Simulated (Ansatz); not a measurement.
# SiP5: the cost of one run

Method: DFT PBE, scalar-relativistic, plane waves, PAW, unless a step names another level, in Ansatz 0.2.0.

1 further run of the same task is left out (it didn't finish).

## 1. Starting point

The structure is trigonal, space group P-3m1 (No. 164). Conventional cell: a = 3.439 Å, b = 3.439 Å, c = 25.266 Å, α = 90.00°, β = 90.00°, γ = 120.00°. Around Si (site symmetry 3m) lie 3 P at 2.25 Å and 1 Si at 2.35 Å. Around P (site symmetry 3m) lie 3 Si at 2.25 Å. P (site symmetry 3m) is surrounded by 3 P at 2.30 Å.

Coordinates:

```
Si P
1.0
     3.43913    0.00000    0.00000
    -1.71956    2.97837    0.00000
     0.00000    0.00000   25.26648
Si P
2 10
Direct
  0.00000 0.00000 0.95351
  0.00000 0.00000 0.04649
  0.66667 0.33333 0.91195
  0.33333 0.66667 0.08805
  0.33333 0.66667 0.73838
  0.00000 0.00000 0.69248
  0.66667 0.33333 0.26162
  0.00000 0.00000 0.30752
  0.66667 0.33333 0.61796
  0.33333 0.66667 0.57201
  0.33333 0.66667 0.38204
  0.66667 0.33333 0.42799
```

It came out lowest among 29 distinct ends of the trial cells. At a tolerance of 0.05 Å it has space group P-3m1 (No. 164).

## 2. Tight relaxation for the response runs, on the response runs' mesh and smearing

Contents of input.yaml:

```yaml
crystal:
  lattice:
    - [3.4391256322, 0.0, 0.0]
    - [-1.7195628161, 2.9783701643, 0.0]
    - [0.0, 0.0, 25.2664843362]
  atoms:
    - { symbol: Si, position: [0.0, 0.0, 0.9535056284] }
    - { symbol: Si, position: [0.0, 0.0, 0.0464943716] }
    - { symbol: P, position: [0.6666666667, 0.3333333333, 0.9119470745] }
    - { symbol: P, position: [0.3333333333, 0.6666666667, 0.0880529255] }
    - { symbol: P, position: [0.3333333333, 0.6666666667, 0.7383804834] }
    - { symbol: P, position: [0.0, 0.0, 0.6924846689] }
    - { symbol: P, position: [0.6666666667, 0.3333333333, 0.2616195166] }
    - { symbol: P, position: [0.0, 0.0, 0.3075153311] }
    - { symbol: P, position: [0.6666666667, 0.3333333333, 0.617956558] }
    - { symbol: P, position: [0.3333333333, 0.6666666667, 0.5720085173] }
    - { symbol: P, position: [0.3333333333, 0.6666666667, 0.382043442] }
    - { symbol: P, position: [0.6666666667, 0.3333333333, 0.4279914827] }
basis:
  ecutwfc: 420
kpoints:
  mp_grid: { grid: [12, 12, 2] }
hamiltonian:
  xc: pbe
scf:
  occupations: { method: gaussian, width: 0.1 }
output:
  forces: true
  stress: true
  eigenvalues: true
  write_density: true
  write_potential: true
  elf: true
  volumetric_format: npy
relax:
  adjacent_minimum: "off"
  f_tol: 0.001
  max_steps: 60
  cell: { stress_tol: 0.01 }
```

Command:

```
$ ansatz run input.yaml --threads 3 --pin off --max-ram 7680MiB --backend cpu --events-out ev --progress --plain --runs-dir out
```

Q: Estimate wall time and peak memory on 3 threads of Intel Xeon at 2.50GHz (Skylake/Cascade Lake), shared host.

About 3 min, with a peak of 0.82 GiB.
